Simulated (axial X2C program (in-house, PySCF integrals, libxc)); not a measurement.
# MoI⁺: the levels of the configuration d4 s0 p(π)0

Which Ω levels does MoI⁺ have in the configuration d4 s0 p(π)0, and how far apart?

Method: two-component X2C, average-of-configuration Hartree–Fock and CI in the open shells; program: an in-house X2C program for linear molecules on PySCF integrals.

All values are calculated.

### Step 1. Set-up

The input, task.json:

```json
{"zs": [42, 53], "q": 1, "bas": ["dyall-v3z", "dyall-v3z"], "r0": 2.71, "metal": 0, "shells": [[2, [0, 1, 2], 4], [0, [0], 0], [1, [1], 0]], "fix": 0, "emax": 3.2, "nroots": 4}
```

Keys: zs atomic numbers; q charge; bas basis sets; r0 starting distance in Å; metal index of the metal atom; shells open shells as [l, |m| values, electrons]; fix electron count of the first shell held; emax energy window in eV; nroots roots for each Ω.

Launch:

```bash
$ python soci.py task.json out
```

Two-component X2C with atomic mean-field Coulomb and Gaunt terms, basis Mo dyall-v3z, I dyall-v3z (cores contracted in-house). Orbitals come from Hartree–Fock averaged over the configuration Mo d4 s0 p(π)0; CI then distributes these electrons over the d, s, p(π) shells of Mo.

### Step 2. CI at R = 2.617 Å

**Question.** What will these runs give? Wanted: lowest level of the model; next level; lowest curve, Re and ωe.

**Answer**, as computed:

| quantity | value |
| --- | --- |
| lowest level of the model | Ω = 0, g∥ = 0.00, 100% d4 |
| next level | Ω = 1, 29 cm⁻¹ higher |
| lowest curve, Re and ωe | 2.651 Å, 244.3 cm⁻¹ |

In words: From 2.617 to 2.826 Å the gap from the lowest to the fifth level goes from 1509 to 2011 cm⁻¹. Without dynamic correlation distances can be off by several hundredths of an Å, and the wavenumbers are rough. There is no dynamic correlation: spin–orbit spacings and, for f shells, spacings inside one term are the most reliable numbers, splittings between terms come out too wide, and energies between configurations are not reliable, so the lowest level need not be the ground state of the molecule. For d shells the ligand-field splittings (σ, π, δ) and their order can be off by a thousand cm⁻¹ or more. At most 4 roots were kept for each Ω > 0 (twice that for Ω = 0) within 3.2 eV of the lowest, so higher up levels can be missing between those listed; levels with Ω > 0 are doubly degenerate and listed once, Ω = 0 levels singly. Some active spinors are only partly of the character that their shell is named for, so the shell names and counts are nominal. States that fill the shells left empty in the average are placed too high.
